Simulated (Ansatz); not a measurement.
Run this with Ansatz 0.2.0 through its Python package and show what comes out.

The script reads `albrclh.xyz`:
```text
4

Cl   -2.03180    0.06010   -0.59330
Al    0.04790    0.15710   -0.02280
Br    1.11680   -1.83220    0.63800
H     0.92270    1.55470   -0.04210
```

`albrclh.py`:
```python
'''Static correlation in AlBrClH: natural occupations of an active space.'''

import ansatz as az

config = {
    'basis': 'def2-SVP',
}

geometry = az.Crystal.molecule_from_extxyz('albrclh.xyz')

calc = (
    geometry.calculation()
    .basis(gaussian=config['basis'])
    .correlation(active_electrons=4, active_orbitals=4)
)
for method in [None]:
    report = (calc if method is None else calc.correlation(method)).run(threads=1, backend='cpu').report
    space = report['configurations']
    state = space['states'][0]
    print(method or 'casscf', f'total {report["free_energy_ev"] / 27.211386246:.6f} Ha, active-space state {state["energy"]["hartree"]:.6f} Ha, mean field {report["reference_energy_ev"] / 27.211386246:.6f} Ha')
    print('  determinants', state['n_determinants'], ' natural occupations', [round(n, 3) for n in space['natural_occupations']])
print('effectively unpaired electrons, sum of min(n, 2 - n):', round(sum(min(n, 2 - n) for n in space['natural_occupations']), 3))
```

```console
$ python albrclh.py
casscf total -3274.043637 Ha, active-space state -3274.043637 Ha, mean field -3274.017422 Ha
  determinants 36  natural occupations [1.986, 1.979, 0.019, 0.016]
effectively unpaired electrons, sum of min(n, 2 - n): 0.07
```

Caveats:
- Total energies depend on the basis set; only differences at equal settings carry meaning.
- The geometry is a force-field or estimated start, not a minimum of this method, and the basis set is short of its limit. The active space starts as a window about the frontier orbitals and is then optimised, not chosen by chemistry.
- Run time: 6.1 s on 1 thread of Arm Neoverse V2 (shared host), peak memory 0.22 GiB.
